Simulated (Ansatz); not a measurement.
# HfN2 (singlet): from a generated start to a stationary point

Where does this start of HfN2 (singlet) end when it is relaxed?

Method: RKS PBE0/def2-TZVP; program: Ansatz 0.2.0, Gaussian basis.

### Step 1. The system as given

3 atoms, charge 0, spin multiplicity 1.

Atoms are counted from 1 here; the program's logs count them from 0.

Bond lengths: Hf1–N2 2.269 Å, Hf1–N3 2.872 Å, N2–N3 1.139 Å. Angles: N2–Hf1–N3 21.8°, Hf1–N2–N3 110.4°, Hf1–N3–N2 47.8°.

The start was built by rule and, where that kept it together, relaxed with GFN2-xTB. Sticks and bond lists go by distance. No spin-orbit coupling is included. Elements past krypton take def2 core potentials.

### Step 2. The run

Contents of in.yaml:

```yaml
crystal:
  periodic: [false, false, false]
  atoms:
    - {symbol: Hf, position_ang: [-0.336949, -0.061109, -0.000382]}
    - {symbol: N, position_ang: [1.930511, -0.137212, 0.003924]}
    - {symbol: N, position_ang: [2.363293, 0.915937, 0.000944]}
basis:
  gaussian: {orbitals: def2-TZVP}
hamiltonian: {xc: pbe0}
relax: {f_tol: 0.004, max_steps: 80}
```

Run with:

```bash
$ ansatz run in.yaml --threads 1 --pin off --events-out ev --progress --plain --max-ram 2176MiB
```

Q: Predict the outcome of this session. Wanted: energy gained; shift from the start; total energy; dipole moment.

As calculated:

```
                  quantity          value
                     steps              7
             energy gained       1.474 eV
shift from the start (rms)        0.352 Å
              total energy  -4280.7260 eV
             dipole moment         2.86 D
```

What this shows: The bonds of the start are those of the end. Hf1–N3 went from 2.872 to 2.083 Å. No vibrations were run, so this is a stationary point, not a proven minimum, and this spin need not be the ground state's.
